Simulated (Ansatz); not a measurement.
# LaAs: the cost of one run

Computed with Ansatz 0.2.0 (DFT PBEsol, scalar-relativistic, unless a step's input says otherwise).

### Step 1. The starting structure

The structure is cubic, space group Fm-3m (No. 225). Conventional cell: a = 6.125 Å, b = 6.125 Å, c = 6.125 Å, α = 90.00°, β = 90.00°, γ = 90.00°. La (site symmetry m-3m) is surrounded by 6 As at 3.06 Å. As (site symmetry m-3m) has 6 La at 3.06 Å as nearest neighbours.

Structure file:

```xyz
2
Lattice="0.0000 3.0625 3.0625 3.0625 0.0000 3.0625 3.0625 3.0625 0.0000" Properties=species:S:1:pos:R:3 pbc="T T T"
La    0.0000    0.0000    0.0000
As    3.0625    3.0625    3.0625
```

Atoms are numbered in the order of the input: La1, As2.

### Step 2. After the deformation

Space group Fm-3m before, R-3m after.

### Step 3. Full-potential LAPW

Contents of input.yaml:

```yaml
crystal:
  lattice:
    - [0.030625, 3.0778125, 3.0778125]
    - [3.0778125, 0.030625, 3.0778125]
    - [3.0778125, 3.0778125, 0.030625]
  atoms:
    - { symbol: La, position: [0.0, 0.0, 0.0] }
    - { symbol: As, position: [0.5, 0.5, 0.5] }
kpoints:
  mp_grid: { grid: [12, 12, 12] }
  band_path:
    path:
      - [0.0, 0.0, 0.0]
      - [0.5, 0.5, 0.5]
      - [0.247543133, 0.5, 0.752456867]
      - [-0.247543133, 0.247543133, 0.5]
      - [0.0, 0.0, 0.5]
      - [0.0, 0.0, 0.0]
      - [-0.3737715665, 0.0, 0.3737715665]
      - [0.0, 0.3737715665, 0.6262284335]
      - [0.0, 0.5, 0.5]
    npoints: 5
scf:
  occupations: { method: fermi_dirac, width: 0.05 }
hamiltonian:
  xc: pbesol
  pseudopotentials: { kind: all_electron, lapw: { basis_error: 0.001 } }
output:
  forces: true
  stress: true
  eigenvalues: true
```

Started as:

```bash
> ansatz run input.yaml --threads 1 --pin off --max-ram 3072MiB --backend cpu --events-out ev --progress --plain --runs-dir out
```

**Question.** How long does this run take on 1 thread of Arm Neoverse V2, shared host, and how much memory does it need?

About 61 s, with a peak of 0.64 GiB.
